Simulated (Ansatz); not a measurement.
# BH2SSe: the cost of one run

Method: UKS PBE-D4/def2-SVP, in Ansatz 0.2.0.

### 1 Starting point

Bond lengths: B1–Se2 1.720 Å, Se2–S3 2.670 Å, B1–H4 1.145 Å, S3–H5 1.327 Å. Angles: B1–Se2–S3 98.9°, Se2–B1–H4 179.3°, Se2–S3–H5 91.2°.

Coordinates:

```xyz
5

B    -1.3481   -0.5508   -0.2448
Se   -0.4741    0.7432   -0.9653
S     1.4662    0.9951    0.8521
H    -1.9224   -1.4214    0.2284
H     2.2784    0.2339    0.1296
```

### 2 Relaxing end A

Input file input.yaml:

```yaml
crystal:
  periodic: [false, false, false]
  atoms:
    - { symbol: B, position_ang: [-1.34807, -0.55084, -0.24484] }
    - { symbol: Se, position_ang: [-0.47406, 0.74325, -0.96528] }
    - { symbol: S, position_ang: [1.46619, 0.99507, 0.85211] }
    - { symbol: H, position_ang: [-1.92244, -1.42136, 0.22836] }
    - { symbol: H, position_ang: [2.27838, 0.23388, 0.12965] }
magnetization:
  spin_polarized: true
  initial_magnetization: 1
basis:
  gaussian: { orbitals: def2-SVP }
hamiltonian:
  xc: pbe
  dispersion: d4
relax:
  f_tol: 0.015
  max_steps: 40
```

On the command line:

```sh
$ ansatz run input.yaml --threads 2 --pin off --max-ram 3072MiB --backend cpu --events-out ev --progress --plain --runs-dir out
```

**Question.** How long does this run take on 2 threads of AMD EPYC 7B13 (Zen 3), shared host, and how much memory does it need?

About 34 s, with a peak of 0.18 GiB.
